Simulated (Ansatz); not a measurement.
**GaBN (doublet): from Hartree-Fock to the top rungs, cc-pVDZ**

Aim: climb from Hartree-Fock through coupled cluster and multireference methods for GaBN (doublet) at one geometry and basis, and see what each rung misses.

Program: Ansatz 0.2.0, Gaussian basis. Level of theory: cc-pVDZ, core rule «outside noble gas», up to 16 orbitals frozen. These are calculated values, not measurements.

Plan: UHF; CCSD(T) on ROHF; CCSD(T) on UHF; BCCD(T) on ROHF; CISD; CCSDT(Q) on ROHF; CCSDT(Q) on UHF; CASSCF and MRCISD+Q, 9 electrons in 11 orbitals; CASSCF and NEVPT2, 9 electrons in 11 orbitals.

28 further runs of the same task are left out: 6 for a known fault of the program, 8 that didn't finish, 14 set aside as unsound or not needed.

### 1 The geometry

The geometry is a PBE0/def2-TZVP stationary point (not a proven minimum). No spin-orbit coupling is included. The filled d shell of Ga may be among the frozen orbitals whatever the setting's name suggests; the logs give the count.

3 atoms, charge 0, spin multiplicity 2.

Atoms are counted from 1 here; the program's logs count them from 0.

Bond lengths: B1–N2 1.262 Å, N2–Ga3 1.878 Å. Angles: B1–N2–Ga3 180.0°.

Coordinates:

| atom | x (Å) | y (Å) | z (Å) |
| --- | --- | --- | --- |
| B1 | 0.00000 | 0.00000 | -1.46720 |
| N2 | 0.00000 | 0.00000 | -0.20520 |
| Ga3 | 0.00000 | 0.00000 | 1.67240 |

### 2 UHF

File in.yaml:

```yaml
crystal:
  periodic: [false, false, false]
  atoms:
    - {symbol: B, position_ang: [0.000000, 0.000000, -1.467200]}
    - {symbol: N, position_ang: [0.000000, 0.000000, -0.205200]}
    - {symbol: Ga, position_ang: [0.000000, 0.000000, 1.672400]}
basis:
  gaussian: {orbitals: cc-pVDZ}
magnetization: {spin_polarized: true, initial_magnetization: 1}
hamiltonian: {xc: hf}
output: {orbitals: {seedname: orbitals}}
```

Command:

```bash
$ ansatz run in.yaml --threads 1 --pin off --events-out ev --progress --plain --max-ram 2393MiB
```

Further steps of the session: CCSD(T) on ROHF; CCSD(T) on UHF; BCCD(T) on ROHF; CISD; CCSDT(Q) on ROHF; CCSDT(Q) on UHF; CASSCF and MRCISD+Q, 9 electrons in 11 orbitals; CASSCF and NEVPT2, 9 electrons in 11 orbitals.

Q: Predict the results of all the runs planned. Wanted: UCCSDT(Q) below the RHF energy; RMP2 from UCCSDT(Q); UMP2 from UCCSDT(Q); RCCSD from UCCSDT(Q); RCCSD(T) from UCCSDT(Q); UCCSD(T) from UCCSDT(Q); RCCSDT(Q) from UCCSDT(Q); NEVPT2 valence from UCCSDT(Q); MRCISD+Q valence from UCCSDT(Q).

**Answer**, as computed:

| quantity | value |
| --- | --- |
| UCCSDT(Q) below the RHF energy | -7.9511 eV |
| RMP2 from UCCSDT(Q) | +84.3 kJ/mol |
| UMP2 from UCCSDT(Q) | +88.0 kJ/mol |
| RCCSD from UCCSDT(Q) | +39.1 kJ/mol |
| RCCSD(T) from UCCSDT(Q) | +5.8 kJ/mol |
| UCCSD(T) from UCCSDT(Q) | +6.5 kJ/mol |
| RCCSDT(Q) from UCCSDT(Q) | +0.6 kJ/mol |
| NEVPT2 valence from UCCSDT(Q) | +81.2 kJ/mol |
| MRCISD+Q valence from UCCSDT(Q) | +7.9 kJ/mol |
| levels within 1 kcal/mol (43 meV) | RCCSDT, UCCSDT, RCCSDT(Q) |
| T1 diagnostic | 0.030 |
| effectively unpaired electrons | 1.09 |

RCCSD(T) lands +5.8 kJ/mol from the yardstick (0.8 % of the correlation energy). One determinant dominates. Of the multireference levels listed MRCISD+Q valence comes nearest in total energy (+7.9 kJ/mol), which doesn't show that its space is the better one. These misses are within one basis, not against nature; the frozen cores of restricted and unrestricted runs differ, which can shift their rows.
